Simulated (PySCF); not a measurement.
# CH3CdFS (SMILES C[S][Cd][F]): levels of theory compared

Aim: a comparison of 6 runs (HF/STO-3G, HF/def2-SVP, B2PLYP/STO-3G, BP86/STO-3G, PBE0/def2-SVP, TPSS/def2-SVP) of CH3CdFS. Input form: a Python script.

Program for the calculation: PySCF 2.14.0.

### Step 1. Starting point

CH3CdFS has 7 atoms, charge 0, and is taken as a singlet. As SMILES, `C[S][Cd][F]`. Geometry: a GFN2-xTB relaxation, a rough one for these elements and not checked as a minimum.

Bond lengths: C1–S2 1.824 Å, S2–Cd3 2.370 Å, Cd3–F4 2.002 Å, C1–H5 1.089 Å, C1–H6 1.085 Å, C1–H7 1.089 Å. Angles: C1–S2–Cd3 94.8°, S2–Cd3–F4 106.1°, S2–C1–H5 109.8°, S2–C1–H6 105.9°, S2–C1–H7 109.8°, H5–C1–H6 110.1°, H5–C1–H7 111.1°, H6–C1–H7 110.1°.

### Step 2. Energy and gradient at HF/STO-3G (run 1)

File mol.xyz:

```xyz
7
CH3CdFS
C     -0.382660     0.760130    -0.215710
S      1.360320     0.773040     0.322540
Cd     1.502180    -1.577850     0.584870
F     -0.342670    -2.284530     0.262700
H     -0.999590     0.278550     0.541910
H     -0.669000     1.801600    -0.322490
H     -0.468590     0.249060    -1.173820
```

File calc.py:

```python
# C[S][Cd][F]
from pyscf import gto

system = gto.M(
    atom='mol.xyz',
    basis='sto-3g',
    verbose=4,
    max_memory=1860,
)

mf = system.RHF()
mf.conv_tol = 1e-10
mf.kernel()
if not mf.converged:
    mf = mf.newton().run(mf.mo_coeff, mf.mo_occ)

e_final = mf.e_tot
print(f'total energy: {e_final:.8f} hartree')
grad = mf.nuc_grad_method().kernel()
mf.analyze()
```

Started as:

```
OMP_NUM_THREADS=1 python calc.py
```

Output:

```text
PySCF version 2.14.0

[... 68 lines left out ...]
total energy: -5941.94982074 hartree
[... 18 lines left out ...]
Two-electron Coulomb Energy =         2925.324936458149750
[... 6 lines left out ...]
MO #4   energy= -131.215702469623  occ= 2
[... 4 lines left out ...]
MO #9   energy= -23.2124816713703  occ= 2
[... 4 lines left out ...]
MO #14  energy= -15.2833163618908  occ= 2
[... 4 lines left out ...]
MO #19  energy= -6.16559723147268  occ= 2
[... 4 lines left out ...]
MO #24  energy= -2.80540514414359  occ= 2
[... 4 lines left out ...]
MO #29  energy= -0.510803405681546 occ= 2
[... 4 lines left out ...]
MO #34  energy= -0.413712607810849 occ= 2
[... 4 lines left out ...]
MO #39  energy= -0.290407131673923 occ= 2
[... 4 lines left out ...]
MO #44  energy= 0.503433781820842  occ= 0
[... 4 lines left out ...]
MO #49  energy= 0.76986797554352   occ= 0
[... 20 lines left out ...]
pop of  2 Cd 5s           0.82776
pop of  2 Cd 2px          2.00000
pop of  2 Cd 2py          2.00000
pop of  2 Cd 2pz          1.99999
pop of  2 Cd 3px          1.99997
pop of  2 Cd 3py          1.99996
pop of  2 Cd 3pz          1.99997
pop of  2 Cd 4px          1.99905
pop of  2 Cd 4py          1.99900
pop of  2 Cd 4pz          1.99890
pop of  2 Cd 5px          0.12922
pop of  2 Cd 5py          0.18907
pop of  2 Cd 5pz          0.06989
pop of  2 Cd 3dxy         1.99999
pop of  2 Cd 3dyz         2.00000
pop of  2 Cd 3dz^2        1.99999
pop of  2 Cd 3dxz         2.00000
pop of  2 Cd 3dx2-y2      1.99998
pop of  2 Cd 4dxy         1.97777
pop of  2 Cd 4dyz         1.99810
pop of  2 Cd 4dz^2        1.96500
pop of  2 Cd 4dxz         1.99653
pop of  2 Cd 4dx2-y2      1.96416
pop of  3 F 1s            1.99998
pop of  3 F 2s            1.97620
pop of  3 F 2px           1.59583
pop of  3 F 2py           1.95946
pop of  3 F 2pz           1.95196
pop of  4 H 1s            0.96946
pop of  5 H 1s            0.97095
pop of  6 H 1s            0.97422
 ** Mulliken atomic charges  **
charge of    0C =     -0.18079
charge of    1S =     -0.30852
charge of    2Cd =      0.88738
charge of    3F =     -0.48344
charge of    4H =      0.03054
charge of    5H =      0.02905
charge of    6H =      0.02578
Dipole moment(X, Y, Z, Debye):  3.90579, -3.09890,  1.12833
```

It took 4.5 s on 1 thread of Intel Xeon at 2.70GHz, shared host; peak memory 0.12 GiB.

### Step 3. Energy and gradient at HF/def2-SVP (core potential) (run 2)

File run.py:

```python
from pyscf import gto

mol = gto.Mole()
mol.atom = '''
C       -0.382660       0.760130      -0.215710
S        1.360320       0.773040       0.322540
Cd       1.502180      -1.577850       0.584870
F       -0.342670      -2.284530       0.262700
H       -0.999590       0.278550       0.541910
H       -0.669000       1.801600      -0.322490
H       -0.468590       0.249060      -1.173820
'''
mol.spin = 0
mol.max_memory = 1860
mol.ecp = {'Cd': 'def2-svp'}
mol.verbose = 4
mol.basis = 'def2-svp'
mol.build()

mf = mol.RHF()
mf.conv_tol = 1e-10
mf.kernel()
if not mf.converged:
    mf = mf.newton().run(mf.mo_coeff, mf.mo_occ)

energy = mf.e_tot
print(f'total energy: {energy:.8f} hartree')
grad = mf.nuc_grad_method().kernel()
dip = mf.dip_moment()
pop, q = mf.mulliken_pop()
```

Started as:

```
OMP_NUM_THREADS=1 python run.py
```

Output:

```text
PySCF version 2.14.0

[... 71 lines left out ...]
converged SCF energy = -703.171450887189
total energy: -703.17145089 hartree
[... 13 lines left out ...]
Dipole moment(X, Y, Z, Debye):  4.14371, -2.57475,  1.03618
[... 61 lines left out ...]
pop of  2 Cd 4f+1         0.00013
pop of  2 Cd 4f+2         0.00016
pop of  2 Cd 4f+3         0.00023
pop of  3 F 1s            1.99168
pop of  3 F 2s            1.09563
pop of  3 F 3s            0.87880
pop of  3 F 2px           1.04010
pop of  3 F 2py           1.13316
pop of  3 F 2pz           1.12918
pop of  3 F 3px           0.77247
pop of  3 F 3py           0.80882
pop of  3 F 3pz           0.81388
pop of  3 F 3dxy          0.00047
pop of  3 F 3dyz          0.00006
pop of  3 F 3dz^2         0.00023
pop of  3 F 3dxz          0.00038
pop of  3 F 3dx2-y2       0.00057
pop of  4 H 1s            0.74664
pop of  4 H 2s            0.14245
pop of  4 H 2px           0.00774
pop of  4 H 2py           0.00716
pop of  4 H 2pz           0.01077
pop of  5 H 1s            0.75280
pop of  5 H 2s            0.15549
pop of  5 H 2px           0.00420
pop of  5 H 2py           0.01743
pop of  5 H 2pz           0.00409
pop of  6 H 1s            0.75146
pop of  6 H 2s            0.15018
pop of  6 H 2px           0.00309
pop of  6 H 2py           0.00724
pop of  6 H 2pz           0.01501
 ** Mulliken atomic charges  **
charge of    0C =     -0.08765
charge of    1S =     -0.45579
charge of    2Cd =      0.98459
charge of    3F =     -0.66541
charge of    4H =      0.08524
charge of    5H =      0.06599
charge of    6H =      0.07303
```

Run time: 14 s. Hardware: 1 thread of Intel Xeon at 2.70GHz, shared host; peak memory 0.19 GiB.

Runs 3 to 5 aren't shown in full; the table further down has their settings and results.

### Step 4. Energy and forces at TPSS/def2-SVP (core potential) (run 6)

File job.py:

```python
# C[S][Cd][F]
import pyscf.grad
from pyscf import gto, dft

system = gto.M(
    atom='''
C     -0.723123     1.436438    -0.407633
S      2.570632     1.460834     0.609512
Cd     2.838709    -2.981704     1.105244
F     -0.647552    -4.317136     0.496431
H     -1.888951     0.526383     1.024061
H     -1.264227     3.404531    -0.609418
H     -0.885507     0.470655    -2.218198
''',
    basis='def2-svp',
    unit='bohr',
    ecp={'Cd': 'def2-svp'},
    verbose=3,
    max_memory=1860,
)

calc0 = dft.RKS(system)
calc0.xc = 'tpss'
calc0.conv_tol = 1e-10
calc0.grids.level = 5
calc0.kernel()
if not calc0.converged:
    calc0 = calc0.newton().run(calc0.mo_coeff, calc0.mo_occ)

energy = calc0.e_tot
print('Final energy', energy)
grad = calc0.Gradients().kernel()
dip = calc0.dip_moment()
pop, q = calc0.mulliken_pop()
```

Started as:

```
OMP_NUM_THREADS=1 python job.py
```

Output:

```text
converged SCF energy = -705.406940474214
Final energy -705.4069404742143
--------------- RKS gradients ---------------
         x                y                z
0 C    -0.0019699596     0.0082584650    -0.0019098245
1 S    -0.0203070702    -0.0137194834    -0.0040017448
2 Cd     0.0109240776    -0.0002548312     0.0021749961
3 F    -0.0022360742     0.0118685051    -0.0017296954
4 H     0.0067451815     0.0030453988    -0.0013171204
5 H     0.0020238489    -0.0118441004     0.0011969970
6 H     0.0048052643     0.0026192672     0.0055896409
----------------------------------------------
Dipole moment(X, Y, Z, Debye):  2.42076, -1.14595,  0.51810
 ** Mulliken pop  **
pop of  0 C 1s            1.98624
pop of  0 C 2s            0.91368
pop of  0 C 3s            0.18744
pop of  0 C 2px           0.62179
pop of  0 C 2py           0.73438
pop of  0 C 2pz           0.72886
pop of  0 C 3px           0.25417
pop of  0 C 3py           0.31219
pop of  0 C 3pz           0.31998
pop of  0 C 3dxy          0.00386
pop of  0 C 3dyz          0.00502
pop of  0 C 3dz^2         0.00641
pop of  0 C 3dxz          0.00691
pop of  0 C 3dx2-y2       0.00802
pop of  1 S 1s            1.99943
pop of  1 S 2s            1.98461
pop of  1 S 3s            1.24702
pop of  1 S 4s            0.69035
pop of  1 S 2px           1.97309
pop of  1 S 2py           1.97324
pop of  1 S 2pz           1.97764
pop of  1 S 3px           0.54740
pop of  1 S 3py           0.53947
pop of  1 S 3pz           0.69710
pop of  1 S 4px           0.66332
pop of  1 S 4py           0.84089
pop of  1 S 4pz           1.11965
pop of  1 S 3dxy          0.01049
pop of  1 S 3dyz          0.00365
pop of  1 S 3dz^2         0.00725
pop of  1 S 3dxz          0.01109
pop of  1 S 3dx2-y2       0.02292
pop of  2 Cd 4s          -0.38192
pop of  2 Cd 5s           1.69154
pop of  2 Cd 6s           0.69465
pop of  2 Cd 7s           0.76441
pop of  2 Cd 8s           0.07743
pop of  2 Cd 4px          1.99377
pop of  2 Cd 4py          1.99350
pop of  2 Cd 4pz          1.99222
pop of  2 Cd 5px          0.10937
pop of  2 Cd 5py          0.14147
pop of  2 Cd 5pz          0.06556
pop of  2 Cd 6px          0.04081
pop of  2 Cd 6py          0.06560
pop of  2 Cd 6pz          0.11021
pop of  2 Cd 4dxy         1.80099
pop of  2 Cd 4dyz         1.80842
pop of  2 Cd 4dz^2        1.79839
pop of  2 Cd 4dxz         1.81350
pop of  2 Cd 4dx2-y2      1.80943
pop of  2 Cd 5dxy         0.20433
pop of  2 Cd 5dyz         0.20302
pop of  2 Cd 5dz^2        0.19223
pop of  2 Cd 5dxz         0.19857
pop of  2 Cd 5dx2-y2      0.19404
pop of  2 Cd 4f-3         0.00021
pop of  2 Cd 4f-2         0.00006
pop of  2 Cd 4f-1         0.00008
pop of  2 Cd 4f+0         0.00008
pop of  2 Cd 4f+1         0.00011
pop of  2 Cd 4f+2         0.00013
pop of  2 Cd 4f+3         0.00020
pop of  3 F 1s            1.99054
pop of  3 F 2s            1.12379
pop of  3 F 3s            0.84451
pop of  3 F 2px           1.01216
pop of  3 F 2py           1.14377
pop of  3 F 2pz           1.13709
pop of  3 F 3px           0.67462
pop of  3 F 3py           0.75769
pop of  3 F 3pz           0.76032
pop of  3 F 3dxy          0.00051
pop of  3 F 3dyz          0.00006
pop of  3 F 3dz^2         0.00024
pop of  3 F 3dxz          0.00038
pop of  3 F 3dx2-y2       0.00058
pop of  4 H 1s            0.74507
pop of  4 H 2s            0.14769
pop of  4 H 2px           0.00660
pop of  4 H 2py           0.00687
pop of  4 H 2pz           0.00882
pop of  5 H 1s            0.75117
pop of  5 H 2s            0.16328
pop of  5 H 2px           0.00462
pop of  5 H 2py           0.01316
pop of  5 H 2pz           0.00492
pop of  6 H 1s            0.74906
pop of  6 H 2s            0.15045
pop of  6 H 2px           0.00386
pop of  6 H 2py           0.00680
pop of  6 H 2pz           0.01137
 ** Mulliken atomic charges  **
charge of    0C =     -0.08897
charge of    1S =     -0.30861
charge of    2Cd =      0.61761
charge of    3F =     -0.44628
charge of    4H =      0.08495
charge of    5H =      0.06284
charge of    6H =      0.07847
```

Wall time 70 s (1 thread of Intel Xeon at 2.70GHz, shared host); peak memory 0.91 GiB.

### Step 5. Overview of the runs

```csv
run,level,core potential,task,energy (Eh),dipole moment (D),HOMO energy (eV),LUMO energy (eV),wall time
1,HF/STO-3G,–,gradient,-5941.949821,5.11,-5.32,4.67,4.5 s
2,HF/def2-SVP (core potential),def2-svp,gradient,-703.171451,4.99,-9.02,-0.86,14 s
3,B2PLYP/STO-3G,–,energy,-5944.341369,3.91,-3.43,2.45,17 s
4,BP86/STO-3G,–,gradient,-5945.542289,2.30,-0.95,0.36,27 s
5,PBE0/def2-SVP (core potential),def2-svp,gradient,-705.145886,3.26,-6.52,-3.42,55 s
6,TPSS/def2-SVP (core potential),def2-svp,gradient,-705.406940,2.73,-5.47,-3.96,70 s
```

### Step 6. Outcome

```
                       quantity          value
            run 6: total energy  -705.40694 Eh
           run 6: dipole moment         2.73 D
             run 6: HOMO energy       -5.47 eV
             run 6: LUMO energy       -3.96 eV
           run 6: HOMO–LUMO gap        1.51 eV
run 6: largest force on an atom     1.277 eV/Å
```

What this shows: The dipole moment (its size) runs from 2.30 D (BP86/STO-3G) to 5.11 D (HF/STO-3G). The HOMO–LUMO gap runs from 1.30 eV (BP86/STO-3G) to 9.99 eV (HF/STO-3G). Exact exchange widens orbital gaps. Totals of different functionals can't be ranked against each other. Some runs of one species differ in core potentials or relativity; totals across that change don't compare. In runs 1, 3, 4 the basis is minimal, so the values are rough. In runs 1, 3, 4 relativity is left out where basis or elements ask for it. All runs together took 3.1 min, the longest 70 s.
